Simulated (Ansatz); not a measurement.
Crystal: Ba2Tl5V3O12.

```
Ba V Tl O
1.0
     9.93665    0.00000    0.00000
     0.00000    9.93665    0.00000
     0.00000    0.00000    6.65552
Ba V Tl O
2 3 5 12
Direct
  0.00000 0.50000 0.00000
  0.50000 0.00000 0.00000
  0.50000 0.50000 0.00000
  0.50000 0.00000 0.50000
  0.00000 0.50000 0.50000
  0.00000 0.00000 0.50000
  0.67321 0.32679 0.46014
  0.32679 0.67321 0.46014
  0.67321 0.67321 0.53986
  0.32679 0.32679 0.53986
  0.39848 0.60152 0.14652
  0.60152 0.39848 0.14652
  0.60152 0.60152 0.85348
  0.39848 0.39848 0.85348
  0.59959 0.09072 0.33579
  0.40041 0.09072 0.66421
  0.59959 0.90928 0.66421
  0.40041 0.90928 0.33579
  0.09072 0.59959 0.33579
  0.09072 0.40041 0.66421
  0.90928 0.59959 0.66421
  0.90928 0.40041 0.33579
```

The cell was built by a generator and needn't be a form met in nature.

| Quantity | Value |
| --- | --- |
| Program | Ansatz 0.2.0 |
| Task | relaxation of cell and atoms |
| Functional | r2SCAN |
| Dispersion | rVV10 |
| Potentials or basis | Ansatz PAW |
| Cutoff | 500 eV (not typed: the program's choice for these potentials) |
| k mesh | 2 × 2 × 3 |
| Occupations | fermi-dirac, width 0.05 eV |
| Spin | collinear spin, ferromagnetic start |
| Starting moments | [0.0, 0.0, 2.0, 2.0, 2.0, 0.0, 0.0, 0.0, 0.0, 0.0, 0.0, 0.0, 0.0, 0.0, 0.0, 0.0, 0.0, 0.0, 0.0, 0.0, 0.0, 0.0] μB |

At the start: volume 29.87 Å³/atom.

Question: How do energy, volume and symmetry change on relaxing?

Answer: It ends after 7 steps and the volume is 26.80 Å³/atom (-10.3 %); space group P-42m (No. 111, to 0.05 Å); moment 0.00 μB per cell.

Step by step:
```
step  energy change (eV)  largest force (eV/Å)  volume (Å³)
   1              0.0000                0.4081       657.15
   2             -0.2606                0.3094       599.84
   3             -0.3503                0.0993       595.49
   4             -0.3623                0.0802       592.70
   5             -0.3681                0.0248       589.69
   6             -0.3684                0.0009       589.53
   7             -0.3523                0.0026       589.53
```

Final structure:
```xyz
22
Lattice="9.4332 0.0000 0.0000 0.0000 9.4332 0.0000 0.0000 0.0000 6.6249" Properties=species:S:1:pos:R:3 pbc="T T T"
Ba    0.0000    4.7166    0.0000
Ba    4.7166    0.0000    0.0000
V     4.7166    4.7166    0.0000
V     4.7166    0.0000    3.3125
V     0.0000    4.7166    3.3125
Tl    0.0000    0.0000    3.3125
Tl    6.3212    3.1120    3.1245
Tl    3.1120    6.3212    3.1245
Tl    6.3212    6.3212    3.5004
Tl    3.1120    3.1120    3.5004
O     3.7150    5.7182    0.9733
O     5.7182    3.7150    0.9733
O     5.7182    5.7182    5.6516
O     3.7150    3.7150    5.6516
O     5.7143    0.8777    2.2317
O     3.7190    0.8777    4.3932
O     5.7143    8.5555    4.3932
O     3.7190    8.5555    2.2317
O     0.8777    5.7143    2.2317
O     0.8777    3.7190    4.3932
O     8.5555    5.7143    4.3932
O     8.5555    3.7190    2.2317
```

Caveat: the magnetic or orbital state may not be the lowest; the plane-wave basis is chosen anew once the cell has moved, so the energies of steps on either side of that aren't comparable; the PAW data sets come from PBE, with cores solved anew for the run's functional, which leaves a small shift of forces and pressure; the starting moments weren't kept.
